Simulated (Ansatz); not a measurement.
# CrH2N: the cost of one run

The runs use Ansatz 0.2.0, Gaussian basis; UKS PBE0/def2-TZVP.

### 1 Starting geometry

4 atoms, charge 0, spin multiplicity 4.

Atoms are counted from 1 here; the program's logs count them from 0.

Bond lengths: Cr1–N2 1.848 Å, N2–H3 1.029 Å, N2–H4 1.029 Å. Angles: Cr1–N2–H3 124.6°, Cr1–N2–H4 124.6°, H3–N2–H4 110.7°.

Coordinates:

```xyz
4
CrH2N
Cr   -0.4527   -0.0002   -0.0005
N     1.3954    0.0008    0.0015
H     1.9797    0.8473   -0.0004
H     1.9807   -0.8451    0.0047
```

The start was built by rule and, where that kept it together, relaxed with GFN2-xTB. Sticks and bond lists go by distance. 

### 2 The run

Input file in.yaml:

```yaml
crystal:
  periodic: [false, false, false]
  atoms:
    - {symbol: Cr, position_ang: [-0.452674, -0.000246, -0.000486]}
    - {symbol: N, position_ang: [1.395436, 0.000757, 0.001499]}
    - {symbol: H, position_ang: [1.979746, 0.847287, -0.000431]}
    - {symbol: H, position_ang: [1.980658, -0.845139, 0.004686]}
basis:
  gaussian: {orbitals: def2-TZVP}
magnetization: {spin_polarized: true, initial_magnetization: 3}
hamiltonian: {xc: pbe0}
relax: {f_tol: 0.004, max_steps: 80}
```

Run with:

```sh
ansatz run in.yaml --threads 1 --pin off --events-out ev --progress --plain --max-ram 2176MiB
```

What time and memory should one allow on 1 thread of Intel Xeon 6975P-C, shared host?

About 48 s, with a peak of 0.26 GiB.
